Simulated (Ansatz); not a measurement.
# CrH₄ (quintet): wave-function methods side by side, def2-SVP

An exercise on one series of results from a longer session: the logs are not shown, and one member is left open.

The runs use Ansatz 0.2.0, Gaussian basis; def2-SVP, core rule «outside noble gas», up to 9 orbitals frozen.

Plan: UHF; CCSD(T) on ROHF; CCSD(T) on UHF; CISD; CCSDT(Q) on ROHF; CCSDT(Q) on UHF; CASSCF and MRCISD+Q, 10 electrons in 10 orbitals; CASSCF and MRCISD+Q(relaxed), 10 electrons in 10 orbitals; CASSCF and NEVPT2, 10 electrons in 10 orbitals.

16 further runs of the same task are left out: 5 that didn't finish, 11 set aside as unsound or not needed.

## The geometry

The geometry is a PBE0/def2-TZVP stationary point (not a proven minimum) of the parent state, kept for this charge and spin.

5 atoms, charge 0, spin multiplicity 5.

Atoms are counted from 1 here; the program's logs count them from 0.

Bond lengths: Cr1–H2 1.593 Å, Cr1–H3 1.593 Å, Cr1–H4 1.593 Å, Cr1–H5 1.593 Å. Angles: H2–Cr1–H3 109.5°, H2–Cr1–H4 109.5°, H2–Cr1–H5 109.5°, H3–Cr1–H4 109.5°, H3–Cr1–H5 109.5°, H4–Cr1–H5 109.5°.

Set-up of the first run:

Contents of in.yaml:

```yaml
crystal:
  periodic: [false, false, false]
  atoms:
    - {symbol: Cr, position_ang: [0.000000, 0.000000, 0.000000]}
    - {symbol: H, position_ang: [0.919905, 0.921316, 0.918584]}
    - {symbol: H, position_ang: [-0.921510, -0.917008, 0.921282]}
    - {symbol: H, position_ang: [-0.918360, 0.918550, -0.922890]}
    - {symbol: H, position_ang: [0.919965, -0.922858, -0.916975]}
basis:
  gaussian: {orbitals: def2-SVP}
magnetization: {spin_polarized: true, initial_magnetization: 4}
hamiltonian: {xc: hf}
output: {orbitals: {seedname: orbitals}}
```

Command:

```
> ansatz run in.yaml --threads 1 --pin off --events-out ev --progress --plain --max-ram 2393MiB
```

Steps of the session up to this table: UHF; CCSD(T) on ROHF; CCSD(T) on UHF; CISD; CCSDT(Q) on ROHF; CCSDT(Q) on UHF; CASSCF and MRCISD+Q, 10 electrons in 10 orbitals; CASSCF and MRCISD+Q(relaxed), 10 electrons in 10 orbitals; CASSCF and NEVPT2, 10 electrons in 10 orbitals.

One table of the session follows, with a row left open; its other results are not shown here.

```
                   method  from RCCSDT(Q) (meV)
                     ROHF               +6378.9
                      UHF               +5735.5
                     RMP2               +2222.9
                     UMP2               +1933.5
                     CISD               +1386.5
                    RCCSD                     ?
                    UCCSD                +797.1
                 RCCSD(T)                +536.9
                 UCCSD(T)                +562.8
                   RCCSDT                 +92.2
                   UCCSDT                +175.7
                RCCSDT(Q)                     0
                UCCSDT(Q)                 +11.1
           CASSCF valence               +3971.1
           NEVPT2 valence               +1304.1
           MRCISD valence                +712.8
         MRCISD+Q valence                +507.0
MRCISD+Q(relaxed) valence                +404.3
```

Q: Estimate the row for RCCSD from the others.

The run gave: from RCCSDT(Q) (meV): +836.3. In the column «from RCCSDT(Q) (meV)» it lies between UCCSD (+797.1) and NEVPT2 valence (+1304.1).

The program flags UCCSD(T), RCCSDT(Q) as in doubt (see the logs), so the zero of the table is itself unsure.

To keep in mind: The determinant is far from a pure spin state, so its energy mixes those of several spin states (harmless only where they are near-degenerate, as at dissociation). The program flags UCCSD(T), RCCSDT(Q) as in doubt, so the zero of the table is itself unsure. Warnings: spin contamination; large T1 diagnostic. Restricted and unrestricted rows rest on different reference determinants; where their highest levels disagree by more than a few hundredths of an eV, they describe different states and don't form one ladder.
